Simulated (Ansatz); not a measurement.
# SiAs3: the cost of one run

Computed with Ansatz 0.2.0 (DFT r2SCAN, scalar-relativistic, plane waves, PAW, unless a step's input says otherwise).

## Step 1: Starting point

Symmetry: Pm-3m, No. 221, cubic system. Conventional cell: a = 4.227 Å, b = 4.227 Å, c = 4.227 Å, α = 90.00°, β = 90.00°, γ = 90.00°. Around Si (site symmetry m-3m) lie 12 As at 2.99 Å. As (site symmetry 4/mmm) has 4 Si at 2.99 Å and 8 As at 2.99 Å as nearest neighbours.

Structure file:

```cif
data_structure
_symmetry_space_group_name_H-M 'P 1'
_symmetry_Int_Tables_number 1
_cell_length_a 4.2272
_cell_length_b 4.2272
_cell_length_c 4.2272
_cell_angle_alpha 90.000
_cell_angle_beta 90.000
_cell_angle_gamma 90.000
_cell_volume 75.54
loop_
_atom_site_label
_atom_site_type_symbol
_atom_site_fract_x
_atom_site_fract_y
_atom_site_fract_z
_atom_site_occupancy
Si1 Si 0.00000 0.00000 0.00000 1
As1 As 0.00000 0.50000 0.50000 1
As2 As 0.50000 0.00000 0.50000 1
As3 As 0.50000 0.50000 0.00000 1
```

(A quick probe on a coarse mesh, which set the mesh and smearing, is not shown.)

## Step 3: Relaxing cell and atoms

Contents of input.yaml:

```yaml
crystal:
  lattice:
    - [4.2272318873, 0.0, 0.0]
    - [0.0, 4.2272318873, 0.0]
    - [0.0, 0.0, 4.2272318873]
  atoms:
    - { symbol: Si, position: [0.0, 0.0, 0.0] }
    - { symbol: As, position: [0.0, 0.5, 0.5] }
    - { symbol: As, position: [0.5, 0.0, 0.5] }
    - { symbol: As, position: [0.5, 0.5, 0.0] }
basis:
  ecutwfc: 500
kpoints:
  mp_grid: { grid: [12, 12, 12] }
hamiltonian:
  xc: r2scan
scf:
  occupations: { method: gaussian, width: 0.1 }
output:
  forces: true
  stress: true
  eigenvalues: true
relax:
  adjacent_minimum: "off"
  f_tol: 0.01
  max_steps: 80
  cell: { stress_tol: 0.05 }
```

Command:

```console
$ ansatz run input.yaml --threads 1 --pin off --max-ram 2560MiB --backend cpu --events-out ev --progress --plain --runs-dir out
```

**Question.** How long does this run take on 1 thread of Intel Xeon Platinum 8259CL at 2.50GHz (Skylake/Cascade Lake), shared host, and how much memory does it need?

About 1.9 min, with a peak of 0.68 GiB.
